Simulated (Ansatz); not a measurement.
**TiO: magnetic order and moments**

One table from this session's results is given with a row withheld; the runs are named, their logs left out.

Computed with Ansatz 0.2.0 (DFT r2SCAN, scalar-relativistic, plane waves, PAW, unless a step's input says otherwise).

2 further runs of the same task are left out: 2 set aside as unsound or not needed. Runs told in other sessions of the task aren't counted.

**Starting point**

It takes space group F-43m (No. 216, cubic). The conventional cell has a = 4.610 Å, b = 4.610 Å, c = 4.610 Å, α = 90.00°, β = 90.00°, γ = 90.00°. Ti (site symmetry -43m) has 4 O at 2.00 Å in its first shell of neighbours. O (site symmetry -43m) has 4 Ti at 2.00 Å in its first shell of neighbours.

Structure file:

```xyz
2
Lattice="0.0000 2.3052 2.3052 2.3052 0.0000 2.3052 2.3052 2.3052 0.0000" Properties=species:S:1:pos:R:3 pbc="T T T"
Ti    0.0000    0.0000    0.0000
O     1.1526    1.1526    1.1526
```

It is the result of an earlier relaxation at this level (volume 12.25 Å³/atom; gap on the mesh: none (metal), site moments up to 0.2 μB).

This is a hypothetical structure, made by putting the elements on a prototype's sites.

Set-up of the first run:

input.yaml

```yaml
crystal:
  lattice:
    - [0.0, 2.3051679817, 2.3051679817]
    - [2.3051679817, 0.0, 2.3051679817]
    - [2.3051679817, 2.3051679817, 0.0]
  atoms:
    - { symbol: Ti, position: [0.0, 0.0, 0.0] }
    - { symbol: O, position: [0.25, 0.25, 0.25] }
basis:
  ecutwfc: 500
kpoints:
  mp_grid: { grid: [16, 16, 16] }
hamiltonian:
  xc: r2scan
scf:
  occupations: { method: gaussian, width: 0.1 }
  lower_state_search: "off"
output:
  forces: true
  stress: true
  eigenvalues: true
  write_density: true
  write_potential: true
  elf: true
  volumetric_format: npy
```

On the command line:

```bash
$ ansatz run input.yaml --threads 1 --pin off --max-ram 2560MiB --backend cpu --events-out ev --progress --plain --runs-dir out
```

Steps of the session up to this table: Magnetic start: no spin polarisation; Start: ferromagnetic; Start: large parallel starting moments; Magnetic start: antiferromagnetic, doubled cell, propagation vector (0, 0, 1/2); Magnetic start: antiferromagnetic, doubled cell, propagation vector (0, 1/2, 1/2); Magnetic start: small parallel starting moments.

One of the session's tables, all rows but one given; the rest of the session is left out.

It belongs to the step «Which state is lowest». 

```
                                                            start  energy above the lowest (meV/atom)  pressure (GPa)
                                                    ferromagnetic                                0.00             0.0
                                  large parallel starting moments                                0.00             0.0
                                  small parallel starting moments                                0.00             0.0
  antiferromagnetic, doubled cell, propagation vector (0, 0, 1/2)                                   ?               ?
                                                          no spin                                2.98            -0.3
antiferromagnetic, doubled cell, propagation vector (0, 1/2, 1/2)                                2.98            -0.3
```

**Question.** Estimate the row for antiferromagnetic, doubled cell, propagation vector (0, 0, 1/2).

As computed: energy above the lowest (meV/atom): 2.62; pressure (GPa): -0.2. In the column «energy above the lowest (meV/atom)» it lies between small parallel starting moments (0.00) and no spin (2.98).

Caveats from the session: The magnetic state reached may not be the lowest one. Warnings in the runs' records: stability check not made, seeded moment not kept.
